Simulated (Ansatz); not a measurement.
# FH5O2Si: the cost of one run

The runs use Ansatz 0.2.0, Gaussian basis; PBE0-D4/def2-SVP.

22 further runs of the same task are left out: 22 set aside as unsound or not needed.

## 1. The starting structure

The first end: 9 atoms, charge 0, spin multiplicity 1.

Atoms are counted from 1 here; the program's logs count them from 0.

Bond lengths: Si1–F2 1.592 Å, Si1–H3 1.480 Å, Si1–H4 1.472 Å, Si1–O5 1.641 Å, O5–H8 0.959 Å, H6–O7 0.959 Å, O7–H9 0.965 Å. Angles: F2–Si1–H3 106.4°, F2–Si1–H4 109.0°, F2–Si1–O5 110.5°, H3–Si1–H4 114.3°, H3–Si1–O5 110.7°, H4–Si1–O5 105.9°, Si1–O5–H8 118.8°, H6–O7–H9 105.1°.

As a file:

```mol
FH5O2Si
  3D, bonds by distance, orders not assigned

  9  7  0  0  0  0  0  0  0  0999 V2000
   -1.0418   -0.8251    0.4373 Si  0  0
   -1.0685   -2.0457   -0.5845 F   0  0
   -2.4180   -0.6915    0.9650 H   0  0
   -0.0205   -1.0821    1.4663 H   0  0
   -0.5765    0.5521   -0.3230 O   0  0
    2.5928    1.4111    0.1589 H   0  0
    2.3336    0.8737   -0.5917 O   0  0
   -1.1703    0.9510   -0.9618 H   0  0
    1.3692    0.8566   -0.5667 H   0  0
  1  2  8  0
  1  3  8  0
  1  4  8  0
  1  5  8  0
  5  8  8  0
  6  7  8  0
  7  9  8  0
M  END
```

The second end:

```xyz
9

Si   -0.6292    0.1689    0.6940
F     0.9678   -1.0205   -1.7902
H    -1.2574   -1.1532    0.8953
H    -0.9123    1.1291    1.7818
O    -1.0977    0.8909   -0.6904
H     1.1895   -0.8045   -0.8973
O     1.0064   -0.1813    0.6643
H    -0.8739    0.4247   -1.5028
H     1.6067    0.5459    0.8452
```

## 2. The band at PBE0-D4/def2-SVP

neb/in.yaml

```yaml
crystal:
  periodic: [false, false, false]
  atoms:
    - {symbol: Si, position_ang: [-1.041810, -0.825093, 0.437290]}
    - {symbol: F, position_ang: [-1.068491, -2.045675, -0.584453]}
    - {symbol: H, position_ang: [-2.417961, -0.691543, 0.965003]}
    - {symbol: H, position_ang: [-0.020455, -1.082123, 1.466348]}
    - {symbol: O, position_ang: [-0.576517, 0.552122, -0.323015]}
    - {symbol: H, position_ang: [2.592786, 1.411077, 0.158934]}
    - {symbol: O, position_ang: [2.333555, 0.873697, -0.591724]}
    - {symbol: H, position_ang: [-1.170312, 0.950960, -0.961780]}
    - {symbol: H, position_ang: [1.369207, 0.856576, -0.566705]}
basis:
  gaussian: {orbitals: def2-SVP}
hamiltonian: {xc: pbe0, dispersion: d4}
neb:
  images: 5
  climbing: true
  max_iterations: 40
  initial_path: idpp
  final_atoms:
    - {symbol: Si, position_ang: [-0.629172, 0.168884, 0.693972]}
    - {symbol: F, position_ang: [0.967837, -1.020484, -1.790186]}
    - {symbol: H, position_ang: [-1.257395, -1.153241, 0.895307]}
    - {symbol: H, position_ang: [-0.912270, 1.129125, 1.781814]}
    - {symbol: O, position_ang: [-1.097655, 0.890872, -0.690406]}
    - {symbol: H, position_ang: [1.189464, -0.804452, -0.897258]}
    - {symbol: O, position_ang: [1.006393, -0.181259, 0.664269]}
    - {symbol: H, position_ang: [-0.873886, 0.424657, -1.502810]}
    - {symbol: H, position_ang: [1.606684, 0.545898, 0.845197]}
```

The run is started by

```
> ansatz run in.yaml --threads 3 --pin off --events-out ev --progress --plain --max-ram 6092MiB
```

**Question.** How long does this run take on 3 threads of Intel Xeon at 2.30GHz, shared host?

About 2.8 min.
